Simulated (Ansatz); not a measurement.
# CH8NPSi: the cost of one run

Program: Ansatz 0.2.0. Level of theory: RKS revPBE-D4/6-31G*. These are calculated values, not measurements.

## (1) The starting structure

Bond lengths: C1–N2 1.407 Å, N2–Si3 1.689 Å, N2–P4 1.651 Å, C1–H5 1.143 Å, C1–H6 1.149 Å, C1–H7 1.111 Å, Si3–H8 1.498 Å, Si3–H9 1.520 Å, Si3–H10 1.503 Å, P4–H11 1.424 Å, P4–H12 1.390 Å. Angles (14 of 18 angles, heavy atoms first): C1–N2–Si3 120.9°, C1–N2–P4 117.4°, Si3–N2–P4 109.0°, N2–C1–H5 113.2°, N2–C1–H6 114.3°, N2–C1–H7 114.9°, N2–Si3–H8 111.8°, N2–Si3–H9 112.0°, N2–Si3–H10 109.3°, N2–P4–H11 101.3°, N2–P4–H12 102.9°, H5–C1–H6 103.7°, H5–C1–H7 104.7°, H6–C1–H7 105.0°.

As a file:

```xyz
12

C    -0.3893    1.1516   -0.7530
N     0.0093   -0.0967   -0.2404
Si    1.0676   -0.1973    1.0716
P    -1.1530   -1.2588   -0.0822
H    -0.9730    1.0708   -1.7321
H    -1.0946    1.7421   -0.0640
H     0.4434    1.8519   -0.9790
H     1.6490   -1.5705    1.2133
H     0.4150    0.2575    2.3664
H     2.2370    0.7174    0.8368
H    -1.7030   -1.2834   -1.3956
H    -0.4315   -2.4398   -0.2079
```

## (2) Relaxing end A

File input.yaml:

```yaml
crystal:
  periodic: [false, false, false]
  atoms:
    - { symbol: C, position_ang: [-0.3893, 1.1516, -0.753] }
    - { symbol: "N", position_ang: [0.0093, -0.0967, -0.2404] }
    - { symbol: Si, position_ang: [1.0676, -0.1973, 1.0716] }
    - { symbol: P, position_ang: [-1.153, -1.2588, -0.0822] }
    - { symbol: H, position_ang: [-0.973, 1.0708, -1.7321] }
    - { symbol: H, position_ang: [-1.0946, 1.7421, -0.064] }
    - { symbol: H, position_ang: [0.4434, 1.8519, -0.979] }
    - { symbol: H, position_ang: [1.649, -1.5705, 1.2133] }
    - { symbol: H, position_ang: [0.415, 0.2575, 2.3664] }
    - { symbol: H, position_ang: [2.237, 0.7174, 0.8368] }
    - { symbol: H, position_ang: [-1.703, -1.2834, -1.3956] }
    - { symbol: H, position_ang: [-0.4315, -2.4398, -0.2079] }
basis:
  gaussian: { orbitals: "6-31G*" }
hamiltonian:
  xc: revpbe
  dispersion: d4
relax:
  f_tol: 0.015
  max_steps: 40
```

Command:

```bash
$ ansatz run input.yaml --threads 1 --pin off --max-ram 2048MiB --backend cpu --events-out ev --progress --plain --runs-dir out
```

Q: Estimate wall time and peak memory on 1 thread of Intel Xeon at 2.50GHz (Skylake/Cascade Lake), shared host.

About 3 min, with a peak of 0.16 GiB.
